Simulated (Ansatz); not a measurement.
# Si2C: the cost of one run

Program: Ansatz 0.2.0. Level of theory: DFT PBE, scalar-relativistic, plane waves, PAW. These are calculated values, not measurements.

### Step 1. The system as given

The structure is triclinic, space group P-1 (No. 2). The conventional cell has a = 4.842 Å, b = 4.860 Å, c = 4.942 Å, α = 62.57°, β = 64.53°, γ = 60.13°. Si (site symmetry 1) is surrounded by 2 Si at 1.61 to 1.62 Å and 1 C at 1.62 Å. Si (site symmetry 1) is surrounded by 1 C at 1.61 Å and 2 Si at 1.62 Å. Around C (site symmetry 1) lie 2 Si at 1.61 to 1.62 Å and 1 C at 1.62 Å.

Structure file:

```
CELL_PARAMETERS angstrom
4.84175 0.00000 0.00000
2.42088 4.21445 0.00000
2.12526 1.40482 4.23480
ATOMIC_POSITIONS crystal
Si 0.33379 0.49997 0.50009
Si 0.00045 0.16664 0.50009
Si 0.66621 0.50003 0.49990
Si 0.99955 0.83337 0.49990
C 0.66712 0.83330 0.50009
C 0.33288 0.16670 0.49990
```

The start is an ordering of an alloy on its end members' structure types: elements ordered on the sites of the C type, Si/C on C (P-1, No. 2).

### Step 2. Probe: one point on a coarse mesh

The input, input.yaml:

```yaml
crystal:
  lattice:
    - [4.84175073, 0.0, 0.0]
    - [2.42087537, 4.21444645, 0.0]
    - [2.12526249, 1.40481548, 4.23480022]
  atoms:
    - { symbol: Si, position: [0.33378534, 0.49996833, 0.500095] }
    - { symbol: Si, position: [0.000452, 0.166635, 0.500095] }
    - { symbol: Si, position: [0.66621466, 0.50003167, 0.499905] }
    - { symbol: Si, position: [0.999548, 0.833365, 0.499905] }
    - { symbol: C, position: [0.66711867, 0.83330167, 0.500095] }
    - { symbol: C, position: [0.33288133, 0.16669833, 0.499905] }
basis:
  ecutwfc: 420
kpoints:
  mp_grid: { grid: [4, 4, 4] }
hamiltonian:
  xc: pbe
scf:
  occupations: { method: gaussian, width: 0.1 }
  lower_state_search: "off"
output:
  forces: true
  stress: true
  eigenvalues: true
```

Started as:

```bash
$ ansatz run input.yaml --threads 1 --pin off --max-ram 2560MiB --backend cpu --events-out ev --progress --plain --runs-dir out
```

What time and memory should one allow on 1 thread of Intel Xeon at 2.50GHz (Skylake/Cascade Lake), shared host?

About 8.5 s, with a peak of 0.38 GiB.
